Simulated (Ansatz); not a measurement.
**BrH2InO2: a ladder of functionals and wavefunction methods**

An exercise on one series of results from a longer session: the logs are not shown, and one member is left open.

Method: functionals in def2-TZVPP, the program's frozen cores in correlated methods; program: Ansatz 0.2.0, Gaussian basis.

The runs, in order: LDA (SPW92), PBE-D4, revPBE-D4, BLYP-D4, r2SCAN-D4, B97M-V, PBE0-D4, B3LYP-D4, r2SCANh-D4, r2SCAN0-D4, HSE06-D4, BHLYP-D4, CAM-B3LYP-D4, LC-ωPBE, ωB97X-V, ωB97M-V, B2PLYP, PBE-QIDH; CCSD(T)/def2-SVP; CCSD(T)/def2-TZVPP; MP2/def2-QZVPP; extrapolation to the limit; RPA on PBE.

2 further runs of the same task are left out: 2 for a known fault of the program. Runs told in other sessions of the task aren't counted.

## The geometry

An earlier PBE0-D4 in a triple-zeta def2 set relaxation fixed the geometry. In takes the def2 core potential; no spin-orbit term is included.

SMILES `[OH][In]([OH])[Br]`, 6 atoms, charge 0, spin multiplicity 1.

Atoms are counted from 1 here; the program's logs count them from 0.

Bond lengths: O1–In2 1.974 Å, O1–H5 0.961 Å, In2–O3 1.974 Å, In2–Br4 2.428 Å, O3–H6 0.961 Å. Angles: In2–O1–H5 112.8°, O1–In2–O3 121.8°, O1–In2–Br4 119.1°, O3–In2–Br4 119.1°, In2–O3–H6 112.8°.

Coordinates:

```
O    -1.06855    1.30611   -0.50678
In   -0.26767   -0.46497   -0.16406
O     1.48556   -0.66073    0.72106
Br   -1.47249   -2.45803   -0.85036
H    -0.51382    2.03071   -0.20605
H     1.87896    0.18270    0.95999
```

The first run:

Contents of in.yaml:

```yaml
crystal:
  periodic: [false, false, false]
  atoms:
    - {symbol: O, position_ang: [-1.068550, 1.306113, -0.506780]}
    - {symbol: In, position_ang: [-0.267668, -0.464965, -0.164058]}
    - {symbol: O, position_ang: [1.485561, -0.660731, 0.721059]}
    - {symbol: Br, position_ang: [-1.472485, -2.458034, -0.850356]}
    - {symbol: H, position_ang: [-0.513817, 2.030715, -0.206052]}
    - {symbol: H, position_ang: [1.878959, 0.182703, 0.959987]}
basis:
  gaussian: {orbitals: def2-TZVPP}
hamiltonian: {xc: lda}
output: {orbitals: {seedname: orbitals}}
```

Started as:

```bash
> ansatz run in.yaml --threads 4 --pin off --events-out ev --progress --plain --max-ram 10444MiB
```

Steps of the session up to this table: LDA; PBE-D4 (GGA); revPBE-D4 (GGA); BLYP-D4 (GGA); r2SCAN-D4 (meta-GGA); B97M-V (meta-GGA); B3LYP-D4 (hybrid); r2SCANh-D4 (hybrid); r2SCAN0-D4 (hybrid); HSE06-D4 (hybrid); BHLYP-D4 (hybrid); CAM-B3LYP-D4 (range-separated); LC-ωPBE (range-separated); ωB97X-V (range-separated); ωB97M-V (range-separated); B2PLYP (double hybrid); PBE-QIDH (double hybrid).

One of the session's tables, all rows but one given; the rest of the session is left out.

It belongs to the step «Frontier levels by functional». 

| functional | HOMO (eV) | LUMO (eV) | gap (eV) |
| --- | --- | --- | --- |
| LDA (SPW92) | -7.40 | -3.47 | 3.93 |
| PBE-D4 | -7.20 | -3.15 | 4.05 |
| revPBE-D4 | -7.11 | -3.02 | 4.09 |
| BLYP-D4 | -7.05 | -3.13 | 3.92 |
| r2SCAN-D4 | -7.53 | -2.93 | 4.60 |
| B97M-V | ? | ? | ? |
| PBE0-D4 | -8.54 | -2.27 | 6.27 |
| B3LYP-D4 | -8.27 | -2.61 | 5.66 |
| r2SCANh-D4 | -8.02 | -2.61 | 5.41 |
| r2SCAN0-D4 | -8.76 | -2.14 | 6.63 |
| HSE06-D4 | -8.14 | -2.64 | 5.50 |
| BHLYP-D4 | -9.71 | -1.45 | 8.26 |
| CAM-B3LYP-D4 | -9.89 | -1.36 | 8.52 |
| LC-ωPBE | -11.27 | -0.03 | 11.24 |
| ωB97X-V | -10.91 | -0.22 | 10.69 |
| ωB97M-V | -10.79 | -0.39 | 10.40 |

Q: Estimate the row for B97M-V from the others.

The run gave: HOMO (eV): -7.57; LUMO (eV): -3.00; gap (eV): 4.57. In the column «HOMO (eV)» it lies between r2SCANh-D4 (-8.02) and r2SCAN-D4 (-7.53).
